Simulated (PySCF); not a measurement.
# BiH3S3 (Bi(SH)3): the cost of one run

Computed with PySCF 2.14.0. Level: several levels, as the steps say, no spin–orbit coupling.

1 further run of the same task is left out (for a known fault of the program).

## 1. Starting geometry

7 atoms, charge 0, spin multiplicity 1.

Bond lengths: Bi1–S2 2.558 Å, Bi1–S4 2.558 Å, Bi1–S6 2.558 Å, S2–H3 1.353 Å, S4–H5 1.353 Å, S6–H7 1.353 Å. Angles: S2–Bi1–S4 96.2°, S2–Bi1–S6 96.2°, S4–Bi1–S6 96.2°, Bi1–S2–H3 90.9°, Bi1–S4–H5 90.9°, Bi1–S6–H7 90.9°.

Coordinates:

```xyz
7

Bi    0.0000    0.0000   -0.3083
S     2.1750   -0.3135    1.0005
H     1.8373    0.6880    1.8445
S    -0.8160    2.0403    1.0005
H    -1.5145    1.2471    1.8445
S    -1.3590   -1.7268    1.0005
H    -0.3228   -1.9351    1.8445
```

Formal oxidation states: Bi +3. An earlier session relaxed this geometry at PBE0, Bi def2-SVP with ECP60, S def2-SVP, H def2-SVP (singlet, point group C3).

At PBE0 on the finer grid: E = -1410.293287 Eh, HOMO -7.04 eV, LUMO -1.72 eV, Mulliken charge on Bi1 +0.62 e, largest force component 0.004 eV/Å. 

Levels to run: revPBE; HF; PBE0, TZVP. Hardware: 2 threads of Arm Neoverse V1, shared host.

## 2. revPBE

Input file run.py (the lines that set the calculation):

```python
mol = gto.M(atom='''
Bi     0.00000     0.00000    -0.30831
S      2.17497    -0.31348     1.00051
H      1.83728     0.68804     1.84447
S     -0.81600     2.04032     1.00051
H     -1.51450     1.24711     1.84447
S     -1.35897    -1.72684     1.00051
H     -0.32278    -1.93515     1.84447''',
    basis={'Bi': 'def2-SVP', 'S': 'def2-SVP', 'H': 'def2-SVP'},
    ecp={'Bi': 'def2-SVP'},
    charge=0, spin=0)
mf = dft.RKS(mol, xc='PBE_R,PBE')
mf.grids.atom_grid = (75, 302)
mf = mf.density_fit()  # fitting sets: Bi def2-universal-JKFIT, S def2-universal-JKFIT, H def2-universal-JKFIT
mf.conv_tol = 1e-08; mf.max_cycle = 55
mf.kernel(dm0)  # dm0: the density of the relaxed state
```

Command:

```console
$ OMP_NUM_THREADS=2 python run.py
```

**Question.** How long does this run take on 2 threads of Arm Neoverse V1, shared host?

About 5.1 s.
